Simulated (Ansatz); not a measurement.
# HfSc3: the cost of one run

Program: Ansatz 0.2.0. Level of theory: DFT PBE, scalar-relativistic, plane waves, PAW. These are calculated values, not measurements.

1 further run of the same task is left out (it didn't finish).

### 1 The starting structure

The structure is cubic, space group Pm-3m (No. 221). The conventional cell has a = 4.231 Å, b = 4.231 Å, c = 4.231 Å, α = 90.00°, β = 90.00°, γ = 90.00°. Hf (site symmetry m-3m) has 12 Sc at 2.99 Å as nearest neighbours. Sc (site symmetry 4/mmm) is surrounded by 4 Hf at 2.99 Å and 8 Sc at 2.99 Å.

As a file:

```
CELL_PARAMETERS angstrom
4.23084 0.00000 0.00000
0.00000 4.23084 0.00000
0.00000 0.00000 4.23084
ATOMIC_POSITIONS crystal
Hf 0.00000 0.00000 0.00000
Sc 0.00000 0.50000 0.50000
Sc 0.50000 0.00000 0.50000
Sc 0.50000 0.50000 0.00000
```

(A quick probe on a coarse mesh, which set the mesh and smearing, is not shown.)

### 3 A loose first relaxation

input.yaml reads:

```yaml
crystal:
  lattice:
    - [4.2308385525, 0.0, 0.0]
    - [0.0, 4.2308385525, 0.0]
    - [0.0, 0.0, 4.2308385525]
  atoms:
    - { symbol: Hf, position: [0.0, 0.0, 0.0] }
    - { symbol: Sc, position: [0.0, 0.5, 0.5] }
    - { symbol: Sc, position: [0.5, 0.0, 0.5] }
    - { symbol: Sc, position: [0.5, 0.5, 0.0] }
basis:
  ecutwfc: 420
kpoints:
  mp_grid: { grid: [4, 4, 4] }
hamiltonian:
  xc: pbe
scf:
  occupations: { method: gaussian, width: 0.1 }
  lower_state_search: "off"
output:
  forces: true
  stress: true
  eigenvalues: true
relax:
  adjacent_minimum: "off"
  f_tol: 0.04
  max_steps: 70
  cell: { stress_tol: 0.4 }
```

Started as:

```sh
$ ansatz run input.yaml --threads 1 --pin off --max-ram 2560MiB --backend cpu --events-out ev --progress --plain --runs-dir out
```

What time and memory should one allow on 1 thread of AMD EPYC 9B45 (Zen 5), shared host?

About 4.2 s, with a peak of 0.44 GiB.
